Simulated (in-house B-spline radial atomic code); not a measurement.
# Ba⁴⁺: Hartree-Fock with and without relativity

Wanted: relativistic shifts in Ba⁴⁺, shell by shell.

Program: in-house B-spline radial atomic code version 1. Level of theory: Hartree-Fock averaged over the configuration, non-relativistic (point nucleus) and Dirac-Coulomb (finite nucleus); spherical all-electron atom at the radial basis limit. These are calculated values, not measurements, unless marked.

**1. Starting point**

```
element       : barium (Z = 56)
charge        : +4
electrons     : 52
configuration : [Kr] 4d10 5s2 5p4
nucleus       : point (non-relativistic run); Fermi, rms radius 4.838 fm (Dirac runs)
```

The outer shells:

[Kr] 4d10 5s2 5p4
```
[Kr] core
4d [↑↓][↑↓][↑↓][↑↓][↑↓]
5s [↑↓]
5p [↑↓][↑ ][↑ ]
```

The boxes draw the filling by Hund's rule, which heavy ions in jj coupling don't follow; these runs average over all states of the configuration.

**2. Non-relativistic run**

The run's settings:

```ini
Z = 56
electrons = 52.0
configuration = [Kr] 4d10 5s2 5p4
hamiltonian = nr
method = hf
spin_polarised = False
```

**3. Dirac-Coulomb run**

The run's settings:

```ini
Z = 56
electrons = 52.0
configuration = [Kr] 4d10 5s2 5p4
hamiltonian = dirac
method = hf
spin_polarised = False
nucleus = fermi
rms_radius = 4.8378
mass_number = 138
atomic_mass = 137.905247059
speed_of_light = 137.035999084
```

**4. Dirac-Coulomb run in the lowest jj configuration, 1s2 2s2 2p6 3s2 3p6 3d10 4s2 4p6 4d10 5s2 5p-2 5p+2**

In configurations, a minus sign after the shell means j = l − 1/2 and a plus sign j = l + 1/2; the count of electrons follows.

Settings: those of step 3 with these lines changed.

```diff
@@ -2,3 +2,3 @@
 electrons = 52.0
-configuration = [Kr] 4d10 5s2 5p4
+configuration = 1s2 2s2 2p6 3s2 3p6 3d10 4s2 4p6 4d10 5s2 5p-2 5p+2
 hamiltonian = dirac
```

How much does each shell's level and mean radius change with the Dirac Hamiltonian, and the total energy?

**Answer**, as computed:

Levels and radii; the Dirac values are averaged over j with the occupations as weights.

| shell | ε non-rel. (eV) | ε Dirac (eV) | <r> non-rel. (bohr) | <r> Dirac (bohr) | change of <r> (%) |
| --- | --- | --- | --- | --- | --- |
| 1s | -36015.5 | -37696.4 | 0.02713 | 0.02557 | -5.72 |
| 2s | -5676.19 | -6096.55 | 0.1163 | 0.1092 | -6.11 |
| 2p | -5347.00 | -5474.11 | 0.09906 | 0.09600 | -3.10 |
| 3s | -1271.13 | -1363.52 | 0.3048 | 0.2903 | -4.76 |
| 3p | -1128.49 | -1157.92 | 0.2953 | 0.2884 | -2.33 |
| 3d | -866.32 | -854.57 | 0.2662 | 0.2657 | -0.17 |
| 4s | -298.46 | -318.22 | 0.7010 | 0.6731 | -3.98 |
| 4p | -243.76 | -248.76 | 0.7270 | 0.7145 | -1.72 |
| 4d | -147.20 | -143.80 | 0.7929 | 0.7971 | +0.53 |
| 5s | -74.570 | -77.905 | 1.654 | 1.594 | -3.60 |
| 5p | -59.005 | -59.537 | 1.812 | 1.789 | -1.27 |

What this shows: Relativity and the finite nucleus together change the total energy by -252.07 hartree (-3.2 %). The first-order mass-velocity and Darwin terms of the non-relativistic run add up to -227.88 hartree, 90 % of it. 2s shrinks most on the average over j, by -6.11 %, while 4d expands by 0.53 %, being screened better by the contracted inner s and p shells. Spin-orbit coupling splits the 5p level by 2.541 eV and the 2p level by 383.09 eV. The lowest jj configuration lies 1.507 eV below the average over the whole configuration. Breit terms add 6.47 hartree and QED terms 4.30 hartree.
